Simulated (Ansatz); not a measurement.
Write a Python script for Ansatz 0.2.0 through its Python package that makes an active-space calculation of GeH4Se, SMILES [GeH3][SeH]. Use: Hartree-Fock, def2-SVP basis, multiplicity 1.

```xyz
6

Ge   -0.2279   -0.3253   -0.4374
Se   -0.2240    0.9925    1.5294
H     0.3553   -1.6559   -0.2079
H    -1.6741   -0.4783   -0.8920
H     0.4985    0.4595   -1.5837
H     1.3144    0.9434    1.5454
```

The script, `cas.py`:
```python
"""Active-space calculation on GeH4Se."""

import ansatz

geh4se = (
    ansatz.Crystal.molecule()
    .atom("Ge", (-0.2279, -0.3253, -0.4374))
    .atom("Se", (-0.224, 0.9925, 1.5294))
    .atom("H", (0.3553, -1.6559, -0.2079))
    .atom("H", (-1.6741, -0.4783, -0.892))
    .atom("H", (0.4985, 0.4595, -1.5837))
    .atom("H", (1.3144, 0.9434, 1.5454))
)

calc = geh4se.calculation()
calc = calc.basis(gaussian="def2-SVP")
calc = calc.correlation(active_electrons=2, active_orbitals=2)
for method in [None]:
    r = (calc if method is None else calc.correlation(method)).run(threads=1, pin="off").report
    space = r["configurations"]
    state = space["states"][0]
    print(method or "casscf", f"total {r['free_energy_ev'] / 27.211386246:.6f} Ha, active-space state {state['energy']['hartree']:.6f} Ha, mean field {r['reference_energy_ev'] / 27.211386246:.6f} Ha")
    print("  determinants", state["n_determinants"], " natural occupations", [round(n, 3) for n in space["natural_occupations"]])
print("effectively unpaired electrons, sum of min(n, 2 - n):", round(sum(min(n, 2 - n) for n in space["natural_occupations"]), 3))
```

```console
$ python cas.py
casscf total -4477.006964 Ha, active-space state -4477.006964 Ha, mean field -4476.988831 Ha
  determinants 4  natural occupations [1.965, 0.035]
effectively unpaired electrons, sum of min(n, 2 - n): 0.069
```

Reading the output:
- The settings weren't tested for convergence.
- The geometry is a force-field or estimated start, not a minimum of this method, and the basis set is short of its limit. The active space starts as a window about the frontier orbitals and is then optimised, not chosen by chemistry.
- Finished in 7.4 s on 1 thread of Arm Neoverse V1, with other jobs on the host, peak memory 0.26 GiB.
